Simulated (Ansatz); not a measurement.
# r2SCAN/cc-pVDZ run of C2F3N (cyanotrifluoromethane)

What is the electronic atomisation energy of C2F3N (cyanotrifluoromethane) at r2SCAN/cc-pVDZ? 

Program for the calculation: Ansatz 0.2.0.

### Step 1. The structure to begin with

The species is C2F3N (6 atoms), meant as a singlet with charge 0. As SMILES, `N#CC(F)(F)F`. The coordinates come from a PBE0-D4/def2-TZVP relaxation.

Bond lengths: N1–C2 1.146 Å, C2–C3 1.481 Å, C3–F4 1.326 Å, C3–F5 1.326 Å, C3–F6 1.326 Å. Angles: N1–C2–C3 180.0°, C2–C3–F4 110.1°, C2–C3–F5 110.1°, C2–C3–F6 110.1°, F4–C3–F5 108.8°, F4–C3–F6 108.8°, F5–C3–F6 108.8°.

### Step 2. The energy at r2SCAN/cc-pVDZ

Contents of input.yaml:

```yaml
crystal:
  periodic: [false, false, false]
  atoms:
    - {symbol: "N", position_ang: [1.022100, -1.705100, 0.893500]}
    - {symbol: C, position_ang: [0.486200, -0.810600, 0.417800]}
    - {symbol: C, position_ang: [-0.206400, 0.345600, -0.197200]}
    - {symbol: F, position_ang: [-1.316000, -0.055800, -0.802300]}
    - {symbol: F, position_ang: [0.581500, 0.927000, -1.091500]}
    - {symbol: F, position_ang: [-0.525200, 1.234800, 0.733600]}
basis:
  gaussian: {orbitals: cc-pVDZ}
hamiltonian: {xc: r2scan}
accuracy: high
output: {orbitals: {seedname: orbitals}}
```

The run is started by

```bash
ansatz run input.yaml --threads 1 --pin off --max-ram 3480MiB --events-out events.jsonl --progress --plain --runs-dir runs
```

What it wrote:

```text
Warning: RAYON_NUM_THREADS=1 ignored (pool sized by the plan → 1); use --threads N
Functional definition: r2SCAN
  name "r2SCAN"
  parameter k0 = 0.174
  parameter k1 = 0.065
  parameter a1 = 4.9479
  exchange = r2scan_x(k0 = k0, k1 = k1, a1 = a1)
  correlation = r2scan_c
1829 factors; integrals over basis functions are off by at most 2.6e-9 eV
mean field evaluation 1: about -11704.4613 eV, gradient 4.9e1 eV
mean field evaluation 2: about -11687.3843 eV, gradient 1.0e2 eV
mean field evaluation 4: about -11708.7695 eV, gradient 5.4e0 eV
mean field evaluation 8: about -11708.8268 eV, gradient 4.2e-1 eV
mean field evaluation 16: about -11708.8271 eV, gradient 3.9e-5 eV
mean field -11708.82712884 eV, -430.2914604569 hartree, gradient 6.8e-8 eV, S^2 0.000000; 0 other end points of the search recorded, 0 dependent functions left out
reference -11708.82712914 eV, -430.2914604678 hartree; 23, 23 occupied and 61, 61 virtual orbitals, 1829 factors
Total energy: -11708.82712914 eV, -430.2914604678 hartree
```

It took 18 s on 1 thread of Arm Neoverse N1, shared host; peak memory 0.25 GiB.

### Step 3. The C atom at the same level

Contents of run.yaml:

```yaml
crystal:
  periodic: [false, false, false]
  atoms:
    - {symbol: C, position_ang: [0.000000, 0.000000, 0.000000]}
basis:
  gaussian:
    orbitals: cc-pVDZ
accuracy: high
magnetization:
  spin_polarized: true
  initial_magnetization: 2
hamiltonian:
  xc: r2scan
```

The run is started by

```bash
ansatz run run.yaml --threads 1 --pin off --max-ram 3480MiB --events-out events.jsonl --progress --plain --runs-dir runs
```

What it wrote, cut to the lines that bear on the results:

```text
Warning: RAYON_NUM_THREADS=1 ignored (pool sized by the plan → 1); use --threads N
[... 7 set-up lines as earlier in the session ...]
96 factors; integrals over basis functions are off by at most 1.3e-9 eV
mean field evaluation 1: about -1029.1950 eV, gradient 4.1e0 eV
mean field evaluation 2: about -1029.2933 eV, gradient 1.3e0 eV
mean field evaluation 4: about -1029.3045 eV, gradient 3.4e-1 eV
mean field evaluation 8: about -1029.3053 eV, gradient 6.3e-5 eV
mean field evaluation 16: about -1029.3043 eV, gradient 1.3e-1 eV
mean field -1029.30529721 eV, -37.8262719844 hartree, gradient 9.3e-9 eV, S^2 2.004549; 1 other end points of the search recorded, 0 dependent functions left out
reference -1029.30529789 eV, -37.8262720094 hartree; 4, 2 occupied and 10, 12 virtual orbitals, 96 factors
Total energy: -1029.30529789 eV, -37.8262720094 hartree
```

Wall time 1.9 s (1 thread of Arm Neoverse N1, shared host); peak memory 0.091 GiB.

### Step 4. The F atom at the same level

Contents of job.yaml:

```yaml
crystal:
  periodic: [false, false, false]
  atoms:
    - {symbol: F, position_ang: [0.000000, 0.000000, 0.000000]}
basis:
  gaussian: {orbitals: cc-pVDZ}
hamiltonian: {xc: r2scan}
accuracy: high
magnetization: {spin_polarized: true, initial_magnetization: 1}
```

Run the same way, it converges to -99.68613 Eh (log not shown).

### Step 5. The N atom, same level

Contents of in.yaml:

```yaml
crystal:
  periodic: [false, false, false]
  atoms:
    - symbol: "N"
      position_ang: [0.000000, 0.000000, 0.000000]
basis:
  gaussian: {orbitals: cc-pVDZ}
magnetization: {spin_polarized: true, initial_magnetization: 3}
hamiltonian: {xc: r2scan}
accuracy: high
```

Run the same way, it converges to -54.56784 Eh (log not shown).

### Step 6. Outcome

At r2SCAN/cc-pVDZ:

| quantity | value |
| --- | --- |
| molecule: total energy | -430.29146 Eh |
| molecule: HOMO energy | -9.78 eV |
| molecule: LUMO energy | -1.42 eV |
| molecule: HOMO–LUMO gap | 8.37 eV |
| C atom: total energy | -37.82627 Eh |
| C atom: ⟨S²⟩ | 2.005 |
| F atom: total energy | -99.68613 Eh |
| F atom: ⟨S²⟩ | 0.751 |
| N atom: total energy | -54.56784 Eh |
| N atom: ⟨S²⟩ | 3.753 |
| electronic atomisation energy | 27.557 eV |

**Reading.** Taking the molecule apart into free atoms costs 27.56 eV (2659 kJ/mol), before zero-point energy and without spin-orbit coupling.
